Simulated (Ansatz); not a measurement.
# Si2SnB3: the cost of one run

Computed with Ansatz 0.2.0 (DFT PBE, scalar-relativistic, plane waves, PAW, unless a step's input says otherwise).

### 1 The system as given

It takes space group Cmmm (No. 65, orthorhombic). The conventional cell has a = 5.176 Å, b = 8.427 Å, c = 3.885 Å, α = 90.00°, β = 90.00°, γ = 90.00°. Around Si (site symmetry 2/m) lie 6 B at 2.46 to 2.47 Å and 2 Si at 2.59 Å and 4 Sn at 3.14 Å. Sn (site symmetry mmm) has 10 B at 2.90 to 3.24 Å and 8 Si at 3.14 Å as nearest neighbours. Around B (site symmetry m2m) lie 5 B at 2.34 to 3.04 Å and 4 Si at 2.46 Å and 3 Sn at 2.90 Å. B (site symmetry mmm) is surrounded by 4 B at 2.34 Å and 4 Si at 2.47 Å and 4 Sn at 3.24 Å.

Coordinates:

```
Si Sn B
1.0
     2.58782   -4.21373    0.00000
     2.58782    4.21373    0.00000
     0.00000    0.00000    3.88458
Si Sn B
2 1 3
Direct
  0.00000 0.50000 0.50000
  0.50000 0.00000 0.50000
  0.50000 0.50000 0.00000
  0.15586 0.84414 0.00000
  0.84414 0.15586 0.00000
  0.00000 0.00000 0.50000
```

The cell is invented: species swapped into a database cell of LaNi3Rh2 (Cmmm, No. 65), with Sn on the La sites, B on the Ni sites and Si on the Rh sites. The dimensions are guesses.

### 2 The guess as it stands, on a coarse mesh

The input, input.yaml:

```yaml
crystal:
  lattice:
    - [2.58782207, -4.21372884, 0.0]
    - [2.58782207, 4.21372884, 0.0]
    - [0.0, 0.0, 3.88457843]
  atoms:
    - { symbol: Si, position: [0.0, 0.5, 0.5] }
    - { symbol: Si, position: [0.5, 0.0, 0.5] }
    - { symbol: Sn, position: [0.5, 0.5, 0.0] }
    - { symbol: B, position: [0.15585776, 0.84414224, 0.0] }
    - { symbol: B, position: [0.84414224, 0.15585776, 0.0] }
    - { symbol: B, position: [0.0, 0.0, 0.5] }
basis:
  ecutwfc: 420
kpoints:
  mp_grid: { grid: [4, 4, 4] }
hamiltonian:
  xc: pbe
scf:
  occupations: { method: gaussian, width: 0.1 }
  lower_state_search: "off"
output:
  forces: true
  stress: true
  eigenvalues: true
```

The run is started by

```console
$ ansatz run input.yaml --threads 1 --pin off --max-ram 2560MiB --backend cpu --events-out ev --progress --plain --runs-dir out
```

What time and memory should one allow on 1 thread of AMD EPYC 9R45 (Zen 5), shared host?

About 1.3 s, with a peak of 0.39 GiB.
